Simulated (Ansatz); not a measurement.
A run of Ansatz 0.2.0:

File input.yaml:

```yaml
crystal:
  lattice:
    - [3.7029743866, 0.0, 0.0]
    - [-1.8514871933, 3.2068698884, 0.0]
    - [0.0, 0.0, 3.694211]
  atoms:
    - { symbol: Te, position: [0.6666666667, 0.3333333333, 0.0] }
    - { symbol: Nb, position: [0.0, 0.0, 0.5] }
hamiltonian:
  xc:
    exchange: pbe
    correlation: pbe
    exx: { coeff: 0.25, omega: 0.15 }
  pseudopotentials: { kind: paw }
kpoints:
  mp_grid: { grid: [4, 4, 4] }
scf:
  occupations: { method: fermi_dirac, width: 0.05 }
output:
  forces: true
  stress: true
  eigenvalues: true
  write_density: true
  write_potential: true
  elf: true
  volumetric_format: npy
```

Potentials or basis: Ansatz PAW.

Run with:

```console
$ ansatz run input.yaml --threads 2 --pin off --max-ram 5632MiB --backend cpu --events-out ev --progress --plain --runs-dir out
```

Hardware: 2 threads of Arm Neoverse V1, on a shared host.

Task: Estimate the wall time of this run.

Result: It took 13 s on 2 threads of Arm Neoverse V1, with other jobs on the host, peak memory 0.76 GiB. Counts: scf iterations 17, plane waves 865, k points 12, bands 19.
